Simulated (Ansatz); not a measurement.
# Ti3O4: the cost of one run

Computed with Ansatz 0.2.0 (DFT PBEsol, scalar-relativistic, plane waves, PAW, unless a step's input says otherwise).

5 further runs of the same task are left out: 1 that didn't finish, 4 set aside as unsound or not needed. Runs told in other sessions of the task aren't counted.

### 1 The system as given

The structure is orthorhombic, space group Cmmm (No. 65). The conventional cell has a = 5.826 Å, b = 8.061 Å, c = 2.969 Å, α = 90.00°, β = 90.00°, γ = 90.00°. Ti (site symmetry mmm) has 6 O at 2.03 to 2.09 Å in its first shell of neighbours. Ti (site symmetry 2/m) is surrounded by 6 O at 2.02 to 2.08 Å. Around O (site symmetry 2mm) lie 4 Ti at 2.02 to 2.03 Å. Around O (site symmetry m2m) lie 5 Ti at 2.08 to 2.09 Å.

As a file:

```xyz
7
Lattice="2.9128 -4.0304 0.0000 2.9128 4.0304 0.0000 0.0000 0.0000 2.9690" Properties=species:S:1:pos:R:3 pbc="T T T"
Ti    0.0000    0.0000    1.4845
Ti    1.4564   -2.0152    0.0000
Ti    1.4564    2.0152    0.0000
O     4.4437    0.0000    0.0000
O     2.9128    1.9436    1.4845
O     1.3819    0.0000    0.0000
O     2.9128   -1.9436    1.4845
```

It goes back to an entry of the Materials Project, which need not be the stable form.

This cell was relaxed beforehand with the same method: volume 9.96 Å³/atom, gap on the mesh none (metal).

### 2 The reference cell

The reference gives a free energy of -9674.9918 eV, pressure 0.02 GPa, largest force 0.021 eV/Å and gap on the mesh none (metal). It was computed beforehand with the settings of the runs below.

### 3 Next: random displacements

All atoms are moved at random with no net shift, in some cells together with a random strain.

### 4 rms move = 0.274 Å

The input, input.yaml:

```yaml
crystal:
  lattice:
    - [2.9128162286, -4.030354022, 0.0]
    - [2.9128162286, 4.030354022, 0.0]
    - [0.0, 0.0, 2.9690273773]
  atoms:
    - { symbol: Ti, position: [0.0587568531, 0.066629371, 0.5231956893] }
    - { symbol: Ti, position: [0.4898991424, 0.0204058746, -0.0874545] }
    - { symbol: Ti, position: [0.0003290821, 0.4440913572, 0.0136266103] }
    - { symbol: O, position: [0.7298581342, 0.7232006085, -0.0146832949] }
    - { symbol: O, position: [0.2125429467, 0.7591055662, 0.5212529612] }
    - { symbol: O, position: [0.2914243154, 0.2565329367, 0.0122849107] }
    - { symbol: O, position: [0.7171895261, 0.230034286, 0.5317776235] }
basis:
  ecutwfc: 420
kpoints:
  mp_grid: { grid: [8, 8, 14] }
hamiltonian:
  xc: pbesol
scf:
  occupations: { method: gaussian, width: 0.15 }
output:
  forces: true
  stress: true
  eigenvalues: true
```

On the command line:

```
> ansatz run input.yaml --threads 2 --pin off --max-ram 5120MiB --backend cpu --events-out ev --progress --plain --runs-dir out
```

What time and memory should one allow on 2 threads of Arm Neoverse V2, shared host?

About 44 s, with a peak of 1 GiB.
